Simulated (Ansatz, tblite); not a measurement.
# KBaI₃ with GFN2-xTB from a Python script

These are simulated results from tblite 0.8.0, not measurements. The cell was built from a prototype and was relaxed with r2SCAN in plane waves (Ansatz 0.2.0). It may be hypothetical. All runs are without spin polarisation.

It is cubic, Pm-3m (No. 221); conventional cell a = 6.719 Å, 60.67 Å³ an atom. Ba is surrounded by 6 I at 3.36 Å; I is surrounded by 2 Ba at 3.36 Å.

tblite solves periodic systems at the zone centre alone, so the script builds a cluster of 2×2×2 conventional cells (40 atoms), which folds in a coarse mesh of k points.

Input script:

```python
import json
from ase import Atoms
from ase.build import make_supercell
from ase.units import Bohr, GPa, Hartree
from tblite.interface import Calculator

atoms = Atoms(['K', 'Ba', 'I', 'I', 'I'],
              cell=[[6.71919041, 0.0, 0.0], [0.0, 6.71919041, 0.0], [0.0, 0.0, 6.71919041]],
              scaled_positions=[[0.0, 0.0, 0.0], [0.5, 0.5, 0.5], [0.5, 0.5, 0.0], [0.5, 0.0, 0.5], [0.0, 0.5, 0.5]],
              pbc=True)
cluster = make_supercell(atoms, [[2, 0, 0], [0, 2, 0], [0, 0, 2]])
calc = Calculator('GFN2-xTB', cluster.numbers, cluster.positions / Bohr, lattice=cluster.cell[:] / Bohr, periodic=cluster.pbc)
calc.set('temperature', 0.02 / Hartree)
calc.set('max-iter', 150)
res = calc.singlepoint()
levels = res.get('orbital-energies') * Hartree
nv = round(res.get('orbital-occupations').sum() / 2)
cells = len(cluster) // len(atoms)
out = {'energy_per_cell': res.get('energy') * Hartree / cells, 'homo': levels[nv - 1], 'lumo': levels[nv],
       'stress': (-res.get('virial') * Hartree / cluster.get_volume() / GPa).tolist(), 'charges': res.get('charges')[:len(atoms)].tolist(), 'electrons': 2 * nv / cells}
json.dump(out, open('results.json', 'w'))
for key, value in out.items():
    print(key, value)
```

Command: `python run.py`. It took 2.3 s on 1 thread of Arm Neoverse V1, on a shared host, peak memory 0.1 GiB.

Output:

```
------------------------------------------------------------
  cycle        total energy    energy error   density error
------------------------------------------------------------
      1     -95.38379776340  -9.5442884E+01   3.5987219E-01
      2     -98.33298471158  -2.9491869E+00   2.0186812E-01
      3     -98.26169848441   7.1286227E-02   1.1919546E-01
      4     -98.66971773047  -4.0801925E-01   1.8228316E-01
      5     -98.93625605762  -2.6653833E-01   1.4565197E-01
      6     -99.49197256721  -5.5571651E-01   6.8338607E-02
      7     -99.60585323038  -1.1388066E-01   2.6557540E-02
      8     -99.62035646826  -1.4503238E-02   5.5038311E-03
      9     -99.62165291626  -1.2964480E-03   1.9344933E-03
     10     -99.62165711511  -4.1988436E-06   1.5366782E-03
     11     -99.62168529597  -2.8180868E-05   1.0801852E-03
     12     -99.62171165917  -2.6363196E-05   3.7770666E-04
     13     -99.62171586407  -4.2048958E-06   1.0821081E-04
     14     -99.62171607527  -2.1120970E-07   6.8539667E-05
     15     -99.62171617564  -1.0036767E-07   3.4454697E-05
     16     -99.62171620446  -2.8821034E-08   7.1395774E-06
------------------------------------------------------------

 total:                                   1.512 sec
energy_per_cell -338.855622006202
homo -11.669637813835324
lumo -9.688518345981397
stress [[4.844009453729526, 2.195014888101725e-06, 2.178085109407661e-06], [2.1950148881003107e-06, 4.8440094537295035, 2.165762679528875e-06], [2.1780851094181044e-06, 2.1657626795021083e-06, 4.844009453729477]]
charges [0.5949112529515491, 0.597710010961511, -0.39754035038333174, -0.39754035038333324, -0.3975403503833728]
electrons 24.0
```

The cycle table is in hartree for the whole cluster, and the lines after it are in eV (the energy for one cell). The printed stress is in GPa and positive in compression, and the pressure is its mean diagonal.

GFN2-xTB gives a gap of 1.98 eV. On the same cell, plane-wave PBE (Ansatz, 4×4×4 k points and the special points) gives a gap of 3.10 eV and r2SCAN a gap of 3.76 eV; on shared hosts these took about 12 and 28 core-seconds on the 5-atom cell, against 2.2 for the script. Spin-orbit coupling, left out in all these runs, can cut or reorder the gap by tenths of an eV, up to about 1 eV with Pb or Bi. xTB was fitted to molecules, so gaps, charges and pressures of solids can be far off, and the gap also depends on the size of the cluster.

The same script was run on cells scaled at fixed shape and fractional coordinates:

```tsv
volume (Å³/atom)	energy (meV/atom)	pressure (GPa, positive in compression)	gap (eV)
53.39	79.8	0.90	2.52
57.03	62.6	0.95	2.23
60.67	0.0	4.84	1.98
64.31	-75.4	1.02	1.77
67.95	-73.0	-0.76	1.59
```

The pressure crosses zero near 66.4 Å³/atom, but the curve is too rough for a fit.

xTB was fitted mostly to molecules, and a small cluster samples few k points, so gaps, pressures and kinks along a curve can be far from a solid's.

Spin-orbit coupling is left out, which matters wherever the heavy atoms make up the band edges.
